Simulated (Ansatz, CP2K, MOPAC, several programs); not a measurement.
Energy against volume for a 2-atom cell of KCl started from a crystallographic database, at fixed shape and fractional coordinates, computed by several methods (PBE and r2SCAN, where shown, with plane waves in Ansatz); the cell shown is that of r2SCAN. It is cubic, Fm-3m (No. 225); conventional cell a = 6.290 Å, 31.10 Å³ an atom. Around K lie 6 Cl at 3.14 Å; around Cl lie 6 K at 3.14 Å. (Simulation; spin polarisation is off.) Energies count from each curve's lowest point; fits are third-order Birch-Murnaghan.

```yaml
crystal:
  lattice:
    - [0.00000, 3.14485, 3.14485]
    - [3.14485, 0.00000, 3.14485]
    - [3.14485, 3.14485, 0.00000]
  atoms:
    - { symbol: K, position: [0.00000, 0.00000, 0.00000] }
    - { symbol: Cl, position: [0.50000, 0.50000, 0.50000] }
```

Question: PBE/SZV (CP2K), on the shape of the cell shown, gives

| V (Å³/atom) | E (meV/atom) |
| --- | --- |
| 27.370 | 92.10 |
| 29.237 | 36.85 |
| 31.103 | 8.73 |
| 32.969 | 0.00 |
| 34.835 | 5.16 |

What equilibrium volume and bulk modulus follow?

Answer: V₀ = 33.11 Å³ an atom and B₀ = 20 GPa.

PM7 (MOPAC), on the shape of the cell shown, as a cluster of 64 atoms at the zone centre:
```
V (Å³/atom)  E (meV/atom)
     27.370         55.86
     29.237          4.11
     31.103          0.00
     32.969         23.95
     34.835         64.96
```
V₀ = 30.36 Å³ an atom and B₀ = 48 GPa.

Question: PBE, on the shape of its own relaxed cell, gives
```tsv
V (Å³/atom)	E (meV/atom)
30.491	7.03
31.464	1.73
32.437	0.00
33.410	1.26
34.383	5.03
```
What equilibrium volume and bulk modulus follow?

Answer: V₀ = 32.49 Å³ an atom and B₀ = 16 GPa.

Question: PBE/DZVP (CP2K), on the shape of the cell shown, gives
```tsv
V (Å³/atom)	E (meV/atom)
27.370	63.46
29.237	23.82
31.103	4.59
32.969	0.00
34.835	5.96
```
What equilibrium volume and bulk modulus follow?

Answer: V₀ = 32.75 Å³ an atom and B₀ = 16 GPa.

light PBE (260 eV and a coarse mesh), on the shape of the cell shown:
```csv
V (Å³/atom),E (meV/atom)
28.615,32.94
29.859,13.57
31.103,1.74
32.347,0.00
33.591,1.56
34.835,4.00
```
The points scatter about the fit by more than 0.3 meV an atom, since at so low a cutoff the number of plane waves jumps with the volume, so no fit is quoted.
